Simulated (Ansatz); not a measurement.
**Si2NH5F (SMILES N[Si](F)[SiH3]) at UCAM-B3LYP/def2-SVP**

What is the energy change on altering one bond length of Si2NH5F at UCAM-B3LYP/def2-SVP? 

The calculation is run with Ansatz 0.2.0.

65 further runs of the same task are left out: 65 set aside as unsound or not needed.

## (1) The molecule

Si2NH5F: 9 atoms, total charge 0, spin state doublet. SMILES: `N[Si](F)[SiH3]`. Geometry: relaxed at PBE0-D4/def2-TZVP. This is one conformer, not always the lowest.

Bond lengths: N1–Si2 1.703 Å, Si2–F3 1.616 Å, Si2–Si4 2.346 Å, N1–H5 1.007 Å, N1–H6 1.008 Å, Si4–H7 1.485 Å, Si4–H8 1.492 Å, Si4–H9 1.486 Å. Some angles: N1–Si2–F3 112.7°, N1–Si2–Si4 109.4°, F3–Si2–Si4 108.8°, Si2–N1–H5 122.8°, Si2–N1–H6 123.0°, Si2–Si4–H7 109.3°, Si2–Si4–H8 112.4°, Si2–Si4–H9 108.4°, H5–N1–H6 112.1°, H7–Si4–H8 108.9°.

## (2) The energy at UCAM-B3LYP/def2-SVP

Contents of molecule.yaml:

```yaml
crystal:
  periodic: [false, false, false]
  atoms:
    - {symbol: N, position_ang: [-0.977000, 1.372900, -0.683600]}
    - {symbol: Si, position_ang: [-0.847900, -0.322400, -0.578100]}
    - {symbol: F, position_ang: [-0.495500, -1.010700, -1.997200]}
    - {symbol: Si, position_ang: [0.823900, -0.883000, 0.969100]}
    - {symbol: H, position_ang: [-1.742300, 1.833700, -1.147400]}
    - {symbol: H, position_ang: [-0.198200, 1.993200, -0.528800]}
    - {symbol: H, position_ang: [1.132000, -2.331800, 0.856500]}
    - {symbol: H, position_ang: [2.078500, -0.103500, 0.756900]}
    - {symbol: H, position_ang: [0.315000, -0.594800, 2.335600]}
basis:
  gaussian:
    orbitals: def2-SVP
magnetization:
  spin_polarized: true
  initial_magnetization: 1
hamiltonian:
  xc: {name: CAM-B3LYP}
accuracy: high
output: {orbitals: {seedname: orbitals}}
```

Run with:

```bash
$ ansatz run molecule.yaml --threads 1 --pin off --max-ram 3480MiB --events-out events.jsonl --progress --plain --runs-dir runs
```

Standard output:

```text
Warning: RAYON_NUM_THREADS=1 ignored (pool sized by the plan → 1); use --threads N
Functional definition: CAM-B3LYP
  name "CAM-B3LYP"
  parameter alpha = 0.19
  parameter beta = 0.46
  parameter omega = 0.33/bohr
  parameter ac = 0.81
  exchange = (1 - alpha - beta)*b88_x + beta*b88_x_sr(omega) + alpha*exact_x + beta*exact_x_lr(omega)
  correlation = (1 - ac)*vwn5_c + ac*lyp_c
1921 factors; integrals over basis functions are off by at most 3.4e-9 eV
436 factors; integrals over basis functions are off by at most 2.2e-9 eV
mean field evaluation 1: about -20029.2847 eV, gradient 3.8e1 eV
mean field evaluation 2: about -20027.0287 eV, gradient 4.5e1 eV
mean field evaluation 4: about -20034.7112 eV, gradient 7.4e-1 eV
mean field evaluation 8: about -20034.8558 eV, gradient 1.3e-1 eV
mean field evaluation 16: about -20034.8561 eV, gradient 2.2e-4 eV
mean field -20034.85605031 eV, -736.2673797356 hartree, gradient 4.7e-8 eV, S^2 0.752517; 0 other end points of the search recorded, 0 dependent functions left out
reference -20034.85607057 eV, -736.2673804804 hartree; 25, 24 occupied and 64, 65 virtual orbitals, 1921 factors
Total energy: -20034.85607057 eV, -736.2673804804 hartree
```

It took 14 s on 1 thread of Arm Neoverse V2, shared host; peak memory 0.5 GiB.

## (3) The distorted shape

Contents of job.yaml:

```yaml
crystal:
  periodic: [false, false, false]
  atoms:
    - {symbol: N, position_ang: [-2.983180, 2.045627, -2.540259]}
    - {symbol: Si, position_ang: [-2.854080, 0.350327, -2.434759]}
    - {symbol: F, position_ang: [-2.501680, -0.337973, -3.853859]}
    - {symbol: Si, position_ang: [0.823900, -0.883000, 0.969100]}
    - {symbol: H, position_ang: [-3.748480, 2.506427, -3.004059]}
    - {symbol: H, position_ang: [-2.204380, 2.665927, -2.385459]}
    - {symbol: H, position_ang: [1.132000, -2.331800, 0.856500]}
    - {symbol: H, position_ang: [2.078500, -0.103500, 0.756900]}
    - {symbol: H, position_ang: [0.315000, -0.594800, 2.335600]}
basis:
  gaussian:
    orbitals: def2-SVP
magnetization:
  spin_polarized: true
  initial_magnetization: 1
hamiltonian:
  xc: {name: CAM-B3LYP}
accuracy: high
output: {orbitals: {seedname: orbitals}}
```

Run with:

```bash
$ ansatz run job.yaml --threads 1 --pin off --max-ram 3480MiB --events-out events.jsonl --progress --plain --runs-dir runs
```

Standard output, shortened:

```text
Warning: RAYON_NUM_THREADS=1 ignored (pool sized by the plan → 1); use --threads N
Functional definition: CAM-B3LYP
  name "CAM-B3LYP"
[...]
1799 factors; integrals over basis functions are off by at most 8.8e-8 eV
474 factors; integrals over basis functions are off by at most 2.5e-9 eV
[...]
mean field -20032.92012283 eV, -736.1962357130 hartree, gradient 6.0e-8 eV, S^2 0.751770; 2 other end points of the search recorded, 0 dependent functions left out
reference -20032.92014744 eV, -736.1962366175 hartree; 25, 24 occupied and 64, 65 virtual orbitals, 1799 factors
Total energy: -20032.92014744 eV, -736.1962366175 hartree
```

It took 15 s on 1 thread of Arm Neoverse V2, shared host; peak memory 0.46 GiB.

## (4) What came out

At UCAM-B3LYP/def2-SVP:

```
                                                           quantity          value
                                          first shape: total energy  -736.26738 Eh
                    first shape: HOMO energy (highest over α and β)       -6.88 eV
                     first shape: LUMO energy (lowest over α and β)       -1.15 eV
                                                  first shape: ⟨S²⟩          0.753
                                      distorted shape: total energy  -736.19624 Eh
                distorted shape: HOMO energy (highest over α and β)       -7.56 eV
                 distorted shape: LUMO energy (lowest over α and β)       -1.68 eV
                                              distorted shape: ⟨S²⟩          0.752
energy change with the Si2–Si4 bond stretched from 2.346 to 5.161 Å       1.936 eV
```

What this shows: With the Si2–Si4 bond stretched from 2.346 to 5.161 Å the energy rises by 1.94 eV (45 kcal/mol). The first shape isn't relaxed at this level, so the change isn't measured from a minimum.
